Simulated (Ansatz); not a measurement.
# GeH₃Br (SMILES [GeH3][Br]): a relaxed scan of the bond length Ge1–H3

Aim: the energy along the bond length Ge1–H3, from CCSD(T) and from cheaper methods, relative to the minimum. At each value the rest of the molecule is relaxed at PBE0-D4 with the distance held.

Program: Ansatz 0.2.0, Gaussian basis. Level of theory: single points in def2-TZVPP. These are calculated values, not measurements.

Levels: PBE-D4, r2SCAN-D4, PBE0-D4, B3LYP-D4, wB97M-V, Hartree-Fock, MP2, CCSD, CCSD(T). The scan takes 1.348, 1.401, 1.479, 1.570, 1.671, 1.780, 1.896, 2.017, 2.144 Å.

Correlated methods freeze the cores. Filled d shells of the heavier atoms are correlated. B3LYP uses VWN-RPA correlation.

19 further runs of the same task are left out: 19 set aside as unsound or not needed.

### 1 The system as given

The minimum, relaxed at PBE0-D4: SMILES `[GeH3][Br]`, 5 atoms, charge 0, spin multiplicity 1.

Atoms are counted from 1 here; the program's logs count them from 0.

Bond lengths: Ge1–Br2 2.309 Å, Ge1–H3 1.532 Å, Ge1–H4 1.532 Å, Ge1–H5 1.532 Å. Angles: Br2–Ge1–H3 107.2°, Br2–Ge1–H4 107.2°, Br2–Ge1–H5 107.2°, H3–Ge1–H4 111.7°, H3–Ge1–H5 111.7°, H4–Ge1–H5 111.7°.

Geometry (Å):

```mol
BrGeH3
  3D, bonds by distance, orders not assigned

  5  4  0  0  0  0  0  0  0  0999 V2000
    0.1491   -0.0011   -0.1375 Ge  0  0
   -1.5388   -0.1665    1.4298 Br  0  0
    0.1386    1.4371   -0.6638 H   0  0
   -0.1621   -1.0110   -1.2461 H   0  0
    1.4632   -0.3322    0.5760 H   0  0
  1  2  8  0
  1  3  8  0
  1  4  8  0
  1  5  8  0
M  END
```

Energies of the minimum (eV), from earlier single points: PBE-D4 -126595.12039, r2SCAN-D4 -126613.71945, PBE0-D4 -126599.16395, B3LYP-D4 -126616.69416, wB97M-V -126606.99587, CCSD(T) -126536.85245.

At the minimum the bond length Ge1–H3 is 1.532 Å.

### 2 Ge1–H3 = 1.348 Å

Input file relax/in.yaml:

```yaml
crystal:
  periodic: [false, false, false]
  atoms:
    - {symbol: Ge, position_ang: [0.149106, -0.001111, -0.137488]}
    - {symbol: Br, position_ang: [-1.538842, -0.166535, 1.429849]}
    - {symbol: H, position_ang: [0.139853, 1.264747, -0.600763]}
    - {symbol: H, position_ang: [-0.162095, -1.010972, -1.246056]}
    - {symbol: H, position_ang: [1.463238, -0.332185, 0.576036]}
basis:
  gaussian: {orbitals: def2-TZVP}
hamiltonian: {xc: pbe0, dispersion: d4}
relax: {f_tol: 0.005, max_steps: 200, constraints: [{distance: [0, 2]}]}
```

No record of the launch command was kept for these runs.

After this run come: Ge1–H3 = 1.401 Å; Ge1–H3 = 1.479 Å; Ge1–H3 = 1.570 Å; Ge1–H3 = 1.671 Å; Ge1–H3 = 1.780 Å; Ge1–H3 = 1.896 Å; Ge1–H3 = 2.017 Å; Ge1–H3 = 2.144 Å.

Q: Predict the outcome of this session. Wanted: highest point, CCSD(T); lowest point, CCSD(T); minimum along the scan, CCSD(T); RMS deviation from CCSD(T); largest T1 diagnostic.

**Answer**, as computed:

| quantity | value |
| --- | --- |
| highest point, CCSD(T) | 34.6 kcal/mol at 2.144 Å |
| lowest point, CCSD(T) | 0.0 kcal/mol at 1.532 Å |
| minimum along the scan, CCSD(T) | 1.524 Å |
| curvature there | 17.5 eV/Å² |
| RMS deviation from CCSD(T) | PBE-D4 2.2, r2SCAN-D4 0.4, PBE0-D4 0.5, B3LYP-D4 1.1, wB97M-V 0.5, Hartree-Fock 1.6, MP2 1.6, CCSD 0.4 kcal/mol |
| largest T1 diagnostic | 0.011 |

In words: A polynomial through the near points puts the CCSD(T) minimum 0.008 Å below the PBE0-D4 value. The well is lopsided: squeezing costs more than stretching by the same length. Curvature against CCSD(T): PBE-D4 -8 %, Hartree-Fock +7 %. The curve of CCSD lies nearest to CCSD(T), that of PBE-D4 farthest.
